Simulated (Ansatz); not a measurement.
# PbO: the cost of one run

Computed with Ansatz 0.2.0 (DFT PBEsol, scalar-relativistic, plane waves, PAW, unless a step's input says otherwise).

The COD entry's cell or inner coordinates are ideal or old and differ from later refinements, so a difference from it is no clean test against experiment.

### Step 1. The starting structure

Symmetry: P4/nmm, No. 129, tetragonal system. Conventional cell: a = 3.990 Å, b = 3.990 Å, c = 5.010 Å, α = 90.00°, β = 90.00°, γ = 90.00°. Pb (site symmetry 4mm) has 4 O at 2.33 Å as nearest neighbours. O (site symmetry -4m2) is surrounded by 4 Pb at 2.33 Å.

Structure file:

```cif
data_structure
_symmetry_space_group_name_H-M 'P4/nmm:1'
_symmetry_Int_Tables_number 129
_cell_length_a 3.9900
_cell_length_b 3.9900
_cell_length_c 5.0100
_cell_angle_alpha 90.000
_cell_angle_beta 90.000
_cell_angle_gamma 90.000
_cell_volume 79.76
loop_
_atom_site_label
_atom_site_type_symbol
_atom_site_symmetry_multiplicity
_atom_site_Wyckoff_symbol
_atom_site_fract_x
_atom_site_fract_y
_atom_site_fract_z
_atom_site_occupancy
Pb1 Pb 2 c 0.00000 0.50000 0.24000 1
O1 O 2 a 0.00000 0.00000 0.00000 1
```

The structure comes from the Crystallography Open Database.

(A quick probe on a coarse mesh, which set the mesh and smearing, is not shown.)

### Step 3. The relaxation

input.yaml reads:

```yaml
crystal:
  lattice:
    - [3.99, 0.0, 0.0]
    - [0.0, 3.99, 0.0]
    - [0.0, 0.0, 5.01]
  atoms:
    - { symbol: Pb, position: [0.0, 0.5, 0.24] }
    - { symbol: Pb, position: [0.5, 0.0, 0.76] }
    - { symbol: O, position: [0.0, 0.0, 0.0] }
    - { symbol: O, position: [0.5, 0.5, 0.0] }
basis:
  ecutwfc: 420
kpoints:
  mp_grid: { grid: [8, 8, 6] }
hamiltonian:
  xc: pbesol
scf:
  occupations: { method: gaussian, width: 0.02 }
output:
  forces: true
  stress: true
  eigenvalues: true
relax:
  adjacent_minimum: "off"
  f_tol: 0.005
  max_steps: 80
  cell: { stress_tol: 0.05 }
```

The run is started by

```console
> ansatz run input.yaml --threads 1 --pin off --max-ram 2560MiB --backend cpu --events-out ev --progress --plain --runs-dir out
```

**Question.** How long does this run take on 1 thread of Intel Xeon Platinum 8259CL at 2.50GHz (Skylake/Cascade Lake), shared host, and how much memory does it need?

About 72 s, with a peak of 0.47 GiB.
